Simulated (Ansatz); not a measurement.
# C3H6FN (SMILES [H]/N=C(/C)CF): HF/STO-3G

Aim: the electronic atomisation energy of C3H6FN at HF/STO-3G, from 5 runs. 

The results are computed with Ansatz 0.2.0.

37 further runs of the same task are left out: 37 set aside as unsound or not needed. Runs told in other sessions of the task aren't counted.

## Step 1: The molecule

C3H6FN has 11 atoms, charge 0, and is taken as a singlet. SMILES: `[H]/N=C(/C)CF`. The coordinates come from a PBE0-D4/def2-TZVP relaxation. This is one conformer, not always the lowest.

Bond lengths: C1–C2 1.495 Å, C2–N3 1.263 Å, C2–C4 1.506 Å, C4–F5 1.374 Å, C1–H6 1.088 Å, C1–H7 1.094 Å, C1–H8 1.094 Å, N3–H9 1.021 Å, C4–H10 1.096 Å, C4–H11 1.096 Å. Some angles: C1–C2–N3 121.1°, C1–C2–C4 114.9°, N3–C2–C4 124.0°, C2–C4–F5 111.5°, C2–C1–H6 109.5°, C2–C1–H7 110.9°, C2–C1–H8 110.9°, C2–N3–H9 110.1°, C2–C4–H10 110.1°, C2–C4–H11 110.1°.

## Step 2: A single-point energy at HF/STO-3G

Input file run.yaml:

```yaml
crystal:
  periodic: [false, false, false]
  atoms:
    - {symbol: C, position_ang: [-0.851800, -0.106700, 1.125200]}
    - {symbol: C, position_ang: [0.034900, 0.427900, 0.047300]}
    - {symbol: "N", position_ang: [0.281100, 1.663300, -0.042300]}
    - {symbol: C, position_ang: [0.588800, -0.610700, -0.891500]}
    - {symbol: F, position_ang: [1.391000, -0.044000, -1.852300]}
    - {symbol: H, position_ang: [-1.197600, 0.713600, 1.751300]}
    - {symbol: H, position_ang: [-0.318300, -0.833200, 1.745700]}
    - {symbol: H, position_ang: [-1.717000, -0.623300, 0.698700]}
    - {symbol: H, position_ang: [0.901000, 1.841000, -0.834400]}
    - {symbol: H, position_ang: [-0.229100, -1.140600, -1.392700]}
    - {symbol: H, position_ang: [1.182500, -1.344300, -0.334400]}
basis:
  gaussian: {orbitals: STO-3G}
magnetization: {spin_polarized: false, initial_magnetization: 0}
hamiltonian: {xc: hf}
accuracy: high
output: {orbitals: {seedname: orbitals}}
```

Run with:

```
$ ansatz run run.yaml --threads 1 --pin off --max-ram 2610MiB --events-out events.jsonl --progress --plain --runs-dir runs
```

Log:

```text
Warning: RAYON_NUM_THREADS=1 ignored (pool sized by the plan → 1); use --threads N
Functional definition: HF
  name "HF"
  exchange = exact_x
  correlation = 0
663 factors; integrals over basis functions are off by at most 4.4e-9 eV
mean field evaluation 1: about -7273.3265 eV, gradient 3.4e1 eV
mean field evaluation 2: about -7273.5863 eV, gradient 3.4e1 eV
mean field evaluation 4: about -7277.4991 eV, gradient 2.6e0 eV
mean field evaluation 8: about -7277.5425 eV, gradient 1.1e-2 eV
mean field -7277.53884461 eV, -267.4446196465 hartree, gradient 2.5e-8 eV, S^2 0.000000; 0 other end points of the search recorded, 0 dependent functions left out
reference -7277.53884461 eV, -267.4446196465 hartree; 20, 20 occupied and 11, 11 virtual orbitals, 663 factors
Total energy: -7277.53884461 eV, -267.4446196465 hartree
```

It took 0.3 s on 1 thread of Arm Neoverse V2, shared host.

## Step 3: The C atom at the same level

Input file molecule.yaml:

```yaml
crystal:
  periodic: [false, false, false]
  atoms:
    - symbol: C
      position_ang: [0.000000, 0.000000, 0.000000]
basis:
  gaussian:
    orbitals: STO-3G
magnetization:
  spin_polarized: true
  initial_magnetization: 2
hamiltonian:
  xc: hf
accuracy: high
```

Run with:

```
$ ansatz run molecule.yaml --threads 1 --pin off --max-ram 2610MiB --events-out events.jsonl --progress --plain --runs-dir runs
```

Log:

```text
Warning: RAYON_NUM_THREADS=1 ignored (pool sized by the plan → 1); use --threads N
Functional definition: HF
  name "HF"
  exchange = exact_x
  correlation = 0
15 factors; integrals over basis functions are off by at most 9.8e-10 eV
mean field evaluation 1: about -1012.2198 eV, gradient 0.0e0 eV
mean field evaluation 2: about -1012.2198 eV, gradient 0.0e0 eV
mean field -1012.21982732 eV, -37.1983925466 hartree, gradient 0.0e0 eV, S^2 2.000000; 2 other end points of the search recorded, 0 dependent functions left out
reference -1012.21982732 eV, -37.1983925466 hartree; 4, 2 occupied and 1, 3 virtual orbitals, 15 factors
Total energy: -1012.21982732 eV, -37.1983925466 hartree
```

Wall time 0.04 s (1 thread of Arm Neoverse V2, shared host).

## Step 4: The F atom at the same level

Input file job.yaml:

```yaml
crystal:
  periodic: [false, false, false]
  atoms:
    - {symbol: F, position_ang: [0.000000, 0.000000, 0.000000]}
basis:
  gaussian: {orbitals: STO-3G}
magnetization: {spin_polarized: true, initial_magnetization: 1}
hamiltonian: {xc: hf}
accuracy: high
```

Run the same way, it converges to -97.98651 Eh (log not shown).

## Step 5: The H atom at the same level

Input file job.yaml:

```yaml
crystal:
  periodic: [false, false, false]
  atoms:
    - {symbol: H, position_ang: [0.000000, 0.000000, 0.000000]}
basis:
  gaussian:
    orbitals: STO-3G
magnetization:
  spin_polarized: true
  initial_magnetization: 1
hamiltonian:
  xc: hf
accuracy: high
```

Run the same way, it converges to -0.46658 Eh (log not shown).

## Step 6: The N atom, same level

Input file run.yaml:

```yaml
crystal:
  periodic: [false, false, false]
  atoms:
    - {symbol: "N", position_ang: [0.000000, 0.000000, 0.000000]}
basis:
  gaussian: {orbitals: STO-3G}
magnetization: {spin_polarized: true, initial_magnetization: 3}
hamiltonian: {xc: hf}
accuracy: high
```

Run the same way, it converges to -53.71901 Eh (log not shown).

## Step 7: What came out

At HF/STO-3G:

```
                     quantity          value
       molecule: total energy  -267.44462 Eh
        molecule: HOMO energy       -9.35 eV
        molecule: LUMO energy        8.03 eV
      molecule: HOMO–LUMO gap       17.38 eV
         C atom: total energy   -37.19839 Eh
                 C atom: ⟨S²⟩          2.000
         F atom: total energy   -97.98651 Eh
                 F atom: ⟨S²⟩          0.750
         H atom: total energy    -0.46658 Eh
                 H atom: ⟨S²⟩          0.750
         N atom: total energy   -53.71901 Eh
                 N atom: ⟨S²⟩          3.750
electronic atomisation energy      36.584 eV
```

**Reading.** Taking the molecule apart into free atoms costs 36.58 eV (844 kcal/mol), before zero-point energy and without spin-orbit coupling. Hartree–Fock lacks the correlation of the bonding pairs, which as a rule makes this value much too low; in minimal bases other errors can mask that. In a minimal basis such a difference can be off by several eV, whatever the method.
